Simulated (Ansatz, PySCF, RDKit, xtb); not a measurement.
# CHBGe: from the formula to a structure

Given the formula CHBGe and nothing else, which arrangement of the atoms is the most stable in the gas at 298.15 K, and what are its properties?

Plan: many cheap relaxations first (GFN2-xTB), then density-functional screening, relaxation at B3LYP-D3(BJ)/def2-SVP, vibrations and a final energy. The numbers are computed, not measured.

4 further runs of the same task are left out: 4 set aside as unsound or not needed.

### Step 1. Drawing up candidates

A program enumerates the bonding patterns with one Lewis structure each (two rings at most, one unusual centre or charged pair), with their diastereomers. O–O, O–halogen and N–halogen bonds and N–N–N chains are not drawn. That gives 7 candidates.

```
label           SMILES     spin
 c050       B#[C][GeH]  singlet
 c133  [B+]=[Ge-]#[CH]  singlet
 c178       B=[C]=[Ge]  singlet
 c247       B#[C][GeH]  triplet
 c424  [BH]=[Ge-]#[C+]  singlet
 c522  [B]1=[Ge]=[CH]1  singlet
 c624       B=[C]=[Ge]  triplet
```

Candidates are built by distance geometry, with a force field where one applies, in up to four conformers (letters a to d). 6 starts with atoms placed at random are added, to find patterns that the rules miss.

### Step 2. Search with GFN2-xTB

All 13 starts are relaxed the same way. One of them, c886 (atoms placed at random), in full:

Contents of start.xyz:

```xyz
4
c886
C      0.376800    -1.229050     1.204510
B     -0.288900     0.852240    -1.702570
Ge     0.265630     1.286170     0.540500
H      0.292510    -0.822630     0.064150
```

The run is started by

```sh
$ xtb start.xyz --gfn 2 --opt
```

The program printed, shortened:

```text
* xtb version 6.7.1
[...]
          :  # basis functions                  19          :
[...]
          :  # electrons                        12          :
[...]
          :  Hamiltonian                  GFN2-xTB          :
[...]
          :  net charge                          0          :
          :  unpaired electrons                  0          :
[...]
   *** convergence criteria satisfied after 109 iterations ***
[...]
   *** GEOMETRY OPTIMIZATION CONVERGED AFTER 51 ITERATIONS ***
[...]
   *** convergence criteria satisfied after 3 iterations ***
[...]
         ::                     SUMMARY                     ::
         :::::::::::::::::::::::::::::::::::::::::::::::::::::
         :: total energy              -5.672944923900 Eh    ::
         :: gradient norm              0.000235268305 Eh/a0 ::
         :: HOMO-LUMO gap              2.419963251309 eV    ::
         ::.................................................::
         :: SCC energy                -5.753400092397 Eh    ::
         :: -> isotropic ES            0.011152550779 Eh    ::
         :: -> anisotropic ES          0.001035467671 Eh    ::
         :: -> anisotropic XC          0.000132354602 Eh    ::
         :: -> dispersion             -0.001948948087 Eh    ::
         :: repulsion energy           0.080455168496 Eh    ::
         :: add. restraining           0.000000000000 Eh    ::
         :: total charge               0.000000000000 e     ::
         :::::::::::::::::::::::::::::::::::::::::::::::::::::
[...]
         6        2.0000           -0.3231181              -8.7925 (HOMO)
         7                         -0.2341860              -6.3725 (LUMO)
[...]
     #   Z          covCN         q      C6AA      α(0)
     1   6 C        2.680    -0.213    33.631     9.490
     2   5 B        1.876     0.097    41.055    13.492
     3  32 Ge       1.815     0.116   254.423    33.330
     4   1 H        0.926    -0.001     3.070     2.740
[...]
     #   Z sym  total        # sym  WBO       # sym  WBO       # sym  WBO
 ---------------------------------------------------------------------------
     1   6 C    3.949 --     2 B    1.949     3 Ge   1.037     4 H    0.962
     2   5 B    3.366 --     1 C    1.949     3 Ge   1.404
     3  32 Ge   2.466 --     2 B    1.404     1 C    1.037
     4   1 H    1.000 --     1 C    0.962
 ---------------------------------------------------------------------------
[...]
molecular dipole:
                 x           y           z       tot (Debye)
 q only:       -0.283       0.548       0.068
   full:       -0.148       0.327       0.094       0.943
molecular quadrupole (traceless):
[...]
          | TOTAL ENERGY               -5.672944923900 Eh   |
          | GRADIENT NORM               0.000235268305 Eh/α |
          | HOMO-LUMO GAP               2.419963251309 eV   |
           -------------------------------------------------
[...]
```

It took 0.35 s on 1 thread of Intel Xeon at 2.50GHz (Skylake/Cascade Lake), shared host.

### Step 3. What the search left

13 of the 13 relaxations converged; 6 ended on a minimum already found. 7 distinct structures remain:

```
label             start     SMILES after     spin  energy (kcal/mol)
 c455  random and drawn       B=[C]=[Ge]  singlet                0.0
 c459  random and drawn  [B]1[CH][Ge]1 ‡  singlet               30.0
c624a             drawn    [BH][C][Ge] ‡  triplet               62.6
c050a             drawn       B#[C][GeH]  singlet               63.9
c247a             drawn       B#[C][GeH]  triplet               89.7
c424a             drawn    [BH][Ge][C] ‡  singlet              116.8
c133a             drawn    [B][Ge][CH] ‡  singlet              131.6
```

‡ marks the bonded skeleton alone, with all bonds drawn single: no Lewis structure was assigned that passes a check against the bond lengths.

GFN2-xTB has no spin polarisation, so it can't rank spin states and is rough for open shells.

### Step 4. Second filter: single points

A choice of the minima (the low ones first, few conformers of a pattern, up to a cap) and the lowest that fell apart get a single point at r2SCAN-D4/def2-SVP on the tight-binding geometry, and one at HF/STO-3G for comparison. The lowest singlets are also tried as triplets at the same geometry (label ending in t). The first, c455:

Contents of input.yaml:

```yaml
crystal:
  periodic: [false, false, false]
  atoms:
    - symbol: C
      position_ang: [0.101538, 0.140203, 0.181502]
    - symbol: B
      position_ang: [1.228573, 0.712472, -0.340060]
    - symbol: Ge
      position_ang: [-1.353114, -0.551625, 0.963347]
    - symbol: H
      position_ang: [2.173934, 1.201160, -0.775698]
basis:
  gaussian: {orbitals: def2-SVP}
scf: {lower_state_search: "off"}
hamiltonian: {xc: {name: r2SCAN}, dispersion: d4}
```

The run is started by

```sh
$ ansatz run input.yaml --threads 1 --pin off --max-ram 2610MiB --events-out events.jsonl --progress --plain --runs-dir runs
```

The program printed, shortened:

```text
Warning: RAYON_NUM_THREADS=1 ignored (pool sized by the plan → 1); use --threads N
Functional definition: r2SCAN
  name "r2SCAN"
[...]
721 factors; their error is unknown
[...]
mean field -58235.33185751 eV, -2140.1089724377 hartree, gradient 7.4e-6 eV, S^2 0.000000; 0 other end points of the search recorded, 0 dependent functions left out
reference -58235.33186596 eV, -2140.1089727483 hartree; 22, 22 occupied and 43, 43 virtual orbitals, 721 factors
Total energy: -58235.34962441 eV, -2140.1096253593 hartree
Checks for a lower state left out: stability, starts, cluster_reference, orbital_swaps, neighbouring_geometries, increment
```

It took 2.3 s on 1 thread of Intel Xeon at 2.50GHz (Skylake/Cascade Lake), shared host.

Relative energies in kcal/mol, each column from its lowest structure that stays in one piece:

```
 label           SMILES     spin  GFN2-xTB  HF/STO-3G  r2SCAN-D4/def2-SVP
  c455       B=[C]=[Ge]  singlet       0.0        0.0                 0.0
  c459  [B]1[CH][Ge]1 ‡  singlet      30.0       19.7                16.5
 c624a    [BH][C][Ge] ‡  triplet      62.6       32.6                48.6
 c459t  [B]1[CH][Ge]1 ‡  triplet         –          –                57.6
c050at       B#[C][GeH]  triplet         –          –                80.1
 c050a       B#[C][GeH]  singlet      63.9      130.5               106.7
```

‡ marks the bonded skeleton alone, with all bonds drawn single: no Lewis structure was assigned that passes a check against the bond lengths.

### Step 5. Relaxing the best candidates

3 candidates are relaxed at B3LYP-D3(BJ)/def2-SVP (chosen among the lowest in one piece, with other spins of them). The first, c455:

Contents of input.yaml:

```yaml
basis:
  gaussian:
    orbitals: def2-SVP
crystal:
  periodic: [false, false, false]
  atoms:
    - {symbol: C, position_ang: [0.101538, 0.140203, 0.181502]}
    - {symbol: B, position_ang: [1.228573, 0.712472, -0.340060]}
    - {symbol: Ge, position_ang: [-1.353114, -0.551625, 0.963347]}
    - {symbol: H, position_ang: [2.173934, 1.201160, -0.775698]}
hamiltonian:
  xc: {name: B3LYP}
  dispersion: d3bj
scf:
  lower_state_search: off
relax:
  f_tol: 0.003
```

The run is started by

```sh
$ ansatz run input.yaml --threads 1 --pin off --max-ram 2610MiB --events-out events.jsonl --progress --plain --runs-dir runs
```

The program printed, shortened:

```text
Warning: RAYON_NUM_THREADS=1 ignored (pool sized by the plan → 1); use --threads N
[...]
Functional definition: B3LYP
  name "B3LYP"
[...]
720 factors; integrals over basis functions are off by at most 1.6e-4 eV
[...]
mean field -58238.16866268 eV, -2140.2132231050 hartree, gradient 1.9e-6 eV, S^2 0.000000; 0 other end points of the search recorded, 0 dependent functions left out
[...]
reference -58238.16886328 eV, -2140.2132304767 hartree; 22, 22 occupied and 43, 43 virtual orbitals, 720 factors
relax step   1: F+E_penalty+E_count = -58238.32202531 eV  Δ(F+E_penalty+E_count) = +0.000e0 eV  max|allowed force component| = 7.921e-1 eV/Å  Δτ_max = 0.0000 Å  (15 SCF iters, accepted)
[...]
relax step   6: F+E_penalty+E_count = -58238.34686030 eV  Δ(F+E_penalty+E_count) = -1.762e-5 eV  max|allowed force component| = 1.827e-3 eV/Å  Δτ_max = 0.0016 Å  (14 SCF iters, accepted)
[...]
relax step   7: F+E_penalty+E_count = -58238.34687047 eV  Δ(F+E_penalty+E_count) = -1.017e-5 eV  max|allowed force component| = 8.616e-4 eV/Å  Δτ_max = 0.0051 Å  (16 SCF iters, accepted)
Total energy: -58238.34707126 eV, -2140.2197794995 hartree
Atom 0 at     0.095770     0.156004     0.224892 Å, force    -0.000740    -0.000384     0.000585 eV/Å
Atom 1 at     1.219282     0.714454    -0.327743 Å, force     0.000243    -0.000041    -0.000862 eV/Å
Atom 2 at    -1.353337    -0.564732     0.937076 Å, force     0.000373     0.000239    -0.000110 eV/Å
Atom 3 at     2.189216     1.196484    -0.805134 Å, force     0.000125     0.000186     0.000387 eV/Å
Dipole moment:    -0.041161    -0.020534     0.020150 e Å
Checks for a lower state left out: stability, starts, cluster_reference, orbital_swaps, neighbouring_geometries, increment
```

Run time: 23 s. Hardware: 1 thread of Intel Xeon at 2.50GHz (Skylake/Cascade Lake), shared host.

Energy change by step (eV): 0.0000, -0.0223, -0.0242, -0.0248, -0.0248, -0.0248, -0.0248.

After the run. Bond lengths: C1–B2 1.371 Å, C1–Ge3 1.768 Å, B2–H4 1.184 Å. Angles: B2–C1–Ge3 180.0°, C1–B2–H4 180.0°.

### Step 6. Ranking at B3LYP-D3(BJ)/def2-SVP

```
label     spin  r2SCAN-D4/def2-SVP (kcal/mol)  B3LYP-D3(BJ)/def2-SVP, relaxed (kcal/mol)     time
 c455  singlet                            0.0                                        0.0     23 s
 c459  singlet                           16.5                                       18.9     22 s
c624a  triplet                           48.6                                       51.4  7.2 min
```

c455: Bond lengths: C1–B2 1.371 Å, C1–Ge3 1.768 Å, B2–H4 1.184 Å. Angles: B2–C1–Ge3 180.0°, C1–B2–H4 180.0°.

c459: Bond lengths: C1–B2 1.369 Å, B2–Ge3 1.938 Å, C1–H4 1.085 Å. Angles: C1–B2–Ge3 78.8°, B2–C1–H4 171.7°. A long bond or contact: C1–Ge3 2.144 Å.

c624a: Bond lengths: C1–B2 1.394 Å, C1–Ge3 1.916 Å, B2–H4 1.183 Å. Angles: B2–C1–Ge3 180.0°, C1–B2–H4 180.0°.

### Step 7. Vibrations and thermal terms

The lowest few in one piece go on as finalists. Harmonic vibrations at B3LYP-D3(BJ)/def2-SVP test each finalist and give the zero-point energy and the thermal terms. The first, c455:

Contents of input.yaml:

```yaml
basis:
  gaussian:
    orbitals: def2-SVP
crystal:
  periodic: [false, false, false]
  atoms:
    - {symbol: C, position_ang: [0.000000, 0.000000, -0.539343]}
    - {symbol: B, position_ang: [0.000000, 0.000000, 0.831624]}
    - {symbol: Ge, position_ang: [0.000000, 0.000000, -2.307556]}
    - {symbol: H, position_ang: [0.000000, 0.000000, 2.015274]}
hamiltonian:
  xc: {name: B3LYP}
  dispersion: d3bj
scf:
  lower_state_search: off
phonons: {}
```

The run is started by

```sh
$ ansatz run input.yaml --threads 1 --pin off --max-ram 2610MiB --events-out events.jsonl --progress --plain --runs-dir runs
```

The program printed, shortened:

```text
Warning: RAYON_NUM_THREADS=1 ignored (pool sized by the plan → 1); use --threads N
Functional definition: B3LYP
  name "B3LYP"
[...]
720 factors; integrals over basis functions are off by at most 3.4e-4 eV
[...]
mean field -58238.19332587 eV, -2140.2141294606 hartree, gradient 6.2e-6 eV, S^2 0.000000; 0 other end points of the search recorded, 0 dependent functions left out
[...]
reference -58238.19352667 eV, -2140.2141368396 hartree; 22, 22 occupied and 43, 43 virtual orbitals, 720 factors
[...]
720 factors; integrals over basis functions are off by at most 3.4e-4 eV
mean field -58238.19332038 eV, -2140.2141292588 hartree, gradient 3.1e-6 eV, S^2 0.000000; 0 other end points of the search recorded, 0 dependent functions left out
[...]
reference -58238.19352118 eV, -2140.2141366379 hartree; 22, 22 occupied and 43, 43 virtual orbitals, 720 factors
[...]
720 factors; integrals over basis functions are off by at most 3.4e-4 eV
mean field -58238.19323056 eV, -2140.2141259578 hartree, gradient 2.9e-6 eV, S^2 0.000000; 0 other end points of the search recorded, 0 dependent functions left out
[...]
reference -58238.19343130 eV, -2140.2141333350 hartree; 22, 22 occupied and 43, 43 virtual orbitals, 720 factors
Total energy: -58238.34707189 eV, -2140.2197795227 hartree
Atom 0 at     0.000000     0.000000    -0.539343 Å, force    -0.000000    -0.000000    -0.000997 eV/Å
Atom 1 at     0.000000     0.000000     0.831624 Å, force     0.000000     0.000000     0.000541 eV/Å
Atom 2 at     0.000000     0.000000    -2.307556 Å, force    -0.000000     0.000000     0.000434 eV/Å
Atom 3 at     0.000000     0.000000     2.015274 Å, force    -0.000000    -0.000000     0.000022 eV/Å
Dipole moment:     0.000000    -0.000000    -0.050219 e Å
Vibrations: 126.79 126.79 651.35 754.32 754.32 1706.53 2822.27 cm⁻¹, zero-point energy 0.430372 eV
Checks for a lower state left out: stability, starts, cluster_reference, orbital_swaps, neighbouring_geometries, increment
```

It took 63 s on 1 thread of Intel Xeon at 2.50GHz (Skylake/Cascade Lake), shared host.

### Step 8. Zero-point energy and free-energy terms

At 298.15 K and 1 atm, ideal gas, rigid rotor and harmonic oscillator:

```
label           SMILES     spin  point group  lowest mode (cm⁻¹)  zero-point (kcal/mol)  G − E (kcal/mol)
 c455       B=[C]=[Ge]  singlet          C∞v                 127                    9.9              -5.7
 c459  [B]1[CH][Ge]1 ‡  singlet           Cs                 348                   10.7              -5.7
c624a    [BH][C][Ge] ‡  triplet          C∞v                 168                    9.3              -6.8
```

‡ marks the bonded skeleton alone, with all bonds drawn single: no Lewis structure was assigned that passes a check against the bond lengths.

### Step 9. Energies at the top level

Each finalist gets a single point at CCSD(T)/def2-TZVPP.

c455, CCSD(T)/def2-TZVPP:

Contents of input.yaml:

```yaml
crystal:
  periodic: [false, false, false]
  atoms:
    - {symbol: C, position_ang: [0.000000, 0.000000, -0.539343]}
    - {symbol: B, position_ang: [0.000000, 0.000000, 0.831624]}
    - {symbol: Ge, position_ang: [0.000000, 0.000000, -2.307556]}
    - {symbol: H, position_ang: [0.000000, 0.000000, 2.015274]}
basis:
  gaussian: {orbitals: def2-TZVPP}
correlation: {method: ccsd_t, frozen_orbitals: {Ge: 9, H: 0, B: 1, C: 1}}
```

The run is started by

```sh
$ ansatz run input.yaml --threads 1 --pin off --max-ram 2610MiB --events-out events.jsonl --progress --plain --runs-dir runs
```

The program printed, shortened:

```text
Warning: RAYON_NUM_THREADS=1 ignored (pool sized by the plan → 1); use --threads N
Functional definition: HF
  name "HF"
[...]
790 factors; integrals over basis functions are off by at most 1.2e-3 eV
[...]
mean field -58189.67760821 eV, -2138.4312097216 hartree, gradient 2.4e-6 eV, S^2 0.000000; 0 other end points of the search recorded, 0 dependent functions left out
11 core orbitals not correlated: weight in the atoms' cores, before any rotation towards them, 1.000 or more for the frozen orbitals, at most 0.000 for the correlated occupied ones
reference -58189.67760821 eV, -2138.4312097216 hartree; 11, 11 occupied and 102, 102 virtual orbitals, 790 factors
second order -12.73564156 eV of doubles, -0.00000000 eV of singles
cycle   1  -12.27656338 eV  change    4.6e-1 eV  update   1.2e-1
[...]
cycle  10  -12.84947668 eV  change    1.8e-5 eV  update   1.2e-5
perturbative correction -0.80537971 eV, -0.0295971585 hartree
Total energy: -58203.33246461 eV, -2138.9330164386 hartree
```

It took 15 s on 1 thread of Intel Xeon at 2.50GHz (Skylake/Cascade Lake), shared host.

### Step 10. c459 at CCSD(T)/def2-TZVPP

Contents of input.yaml:

```yaml
crystal:
  periodic: [false, false, false]
  atoms:
    - {symbol: C, position_ang: [-0.807016, -0.489353, 0.046588]}
    - {symbol: B, position_ang: [-0.410461, 0.820425, 0.028916]}
    - {symbol: Ge, position_ang: [0.497862, 0.172393, 1.613156]}
    - {symbol: H, position_ang: [-1.202625, -1.493255, -0.070360]}
basis:
  gaussian:
    orbitals: def2-TZVPP
correlation:
  method: ccsd_t
  frozen_orbitals: {Ge: 9, H: 0, B: 1, C: 1}
```

The run is started by

```sh
$ ansatz run input.yaml --threads 1 --pin off --max-ram 2610MiB --events-out events.jsonl --progress --plain --runs-dir runs
```

The program printed, shortened:

```text
Warning: RAYON_NUM_THREADS=1 ignored (pool sized by the plan → 1); use --threads N
Functional definition: HF
  name "HF"
[...]
787 factors; integrals over basis functions are off by at most 8.4e-4 eV
[...]
mean field -58188.71946647 eV, -2138.3959986620 hartree, gradient 3.1e-6 eV, S^2 0.000000; 0 other end points of the search recorded, 0 dependent functions left out; unrestricted orbitals would lower it
11 core orbitals not correlated: weight in the atoms' cores, before any rotation towards them, 1.000 or more for the frozen orbitals, at most 0.000 for the correlated occupied ones
reference -58188.71946647 eV, -2138.3959986620 hartree; 11, 11 occupied and 102, 102 virtual orbitals, 787 factors
second order -13.04205359 eV of doubles, -0.00000000 eV of singles
cycle   1  -12.64203406 eV  change    4.0e-1 eV  update   1.1e-1
[...]
cycle  12  -13.21481234 eV  change    1.0e-5 eV  update   7.8e-6
perturbative correction -0.82086124 eV, -0.0301660943 hartree
Total energy: -58202.75514005 eV, -2138.9118001523 hartree
```

Run time: 29 s. Hardware: 1 thread of Intel Xeon at 2.50GHz (Skylake/Cascade Lake), shared host; peak memory 0.57 GiB.

For c459 the log finds that unrestricted Hartree-Fock orbitals lie lower, a sign to watch the closed-shell reference there.

### Step 11. Free energies and the winner

Energies in kcal/mol from c455; G adds the thermal terms to the CCSD(T)/def2-TZVPP energy. The columns left of the relaxed level are at the tight-binding geometries.

```
label           SMILES     spin  HF/STO-3G  r2SCAN-D4/def2-SVP  B3LYP-D3(BJ)/def2-SVP  HF/def2-TZVPP  MP2/def2-TZVPP  CCSD(T)/def2-TZVPP     G  share at equilibrium     T1
 c455       B=[C]=[Ge]  singlet        0.0                 0.0                    0.0            0.0             0.0                 0.0   0.0               100.0 %  0.016
 c459  [B]1[CH][Ge]1 ‡  singlet       19.7                16.5                   18.9           22.1            15.0                13.3  13.4               < 0.1 %  0.016
c624a    [BH][C][Ge] ‡  triplet       32.6                48.6                   51.4           27.9            62.0                55.2  54.1               < 0.1 %  0.017
```

‡ marks the bonded skeleton alone, with all bonds drawn single: no Lewis structure was assigned that passes a check against the bond lengths.

Lowest found: c455, `B=[C]=[Ge]`, a singlet of point group C∞v. Bond lengths: C1–B2 1.371 Å, C1–Ge3 1.768 Å, B2–H4 1.184 Å. Angles: B2–C1–Ge3 180.0°, C1–B2–H4 180.0°.

```xyz
4

C     0.0000    0.0000   -0.5393
B     0.0000    0.0000    0.8316
Ge    0.0000    0.0000   -2.3076
H     0.0000    0.0000    2.0153
```

### Step 12. Density, orbitals and dipole (PBE0/def2-TZVPD)

Contents of input.yaml:

```yaml
crystal:
  periodic: [false, false, false]
  atoms:
    - {symbol: C, position_ang: [0.000000, 0.000000, -0.539343]}
    - {symbol: B, position_ang: [0.000000, 0.000000, 0.831624]}
    - {symbol: Ge, position_ang: [0.000000, 0.000000, -2.307556]}
    - {symbol: H, position_ang: [0.000000, 0.000000, 2.015274]}
basis:
  gaussian: {orbitals: def2-TZVPD}
hamiltonian: {xc: {name: PBE0}}
output: {forces: true, orbitals: {seedname: orbitals}}
```

The run is started by

```sh
$ ansatz run input.yaml --threads 1 --pin off --max-ram 2610MiB --events-out events.jsonl --progress --plain --runs-dir runs
```

The program printed, shortened:

```text
Warning: RAYON_NUM_THREADS=1 ignored (pool sized by the plan → 1); use --threads N
Functional definition: PBE0
  name "PBE0"
[...]
816 factors; their error is unknown
[...]
mean field -58236.15908152 eV, -2140.1393723593 hartree, gradient 4.2e-5 eV, S^2 0.000000; 0 other end points of the search recorded, 0 dependent functions left out
[...]
reference -58236.15910864 eV, -2140.1393733562 hartree; 22, 22 occupied and 115, 115 virtual orbitals, 816 factors
Total energy: -58236.15910864 eV, -2140.1393733562 hartree
Atom 0 at     0.000000     0.000000    -0.539343 Å, force    -0.000000    -0.000000     0.127419 eV/Å
Atom 1 at     0.000000     0.000000     0.831624 Å, force    -0.000000     0.000000    -0.294668 eV/Å
Atom 2 at     0.000000     0.000000    -2.307556 Å, force     0.000000     0.000000     0.395971 eV/Å
Atom 3 at     0.000000     0.000000     2.015274 Å, force     0.000000    -0.000000    -0.228722 eV/Å
Dipole moment:     0.000000     0.000000    -0.078864 e Å
```

Run time: 6.6 s. Hardware: 1 thread of Intel Xeon at 2.50GHz (Skylake/Cascade Lake), shared host.

[end of part 1 of 2]
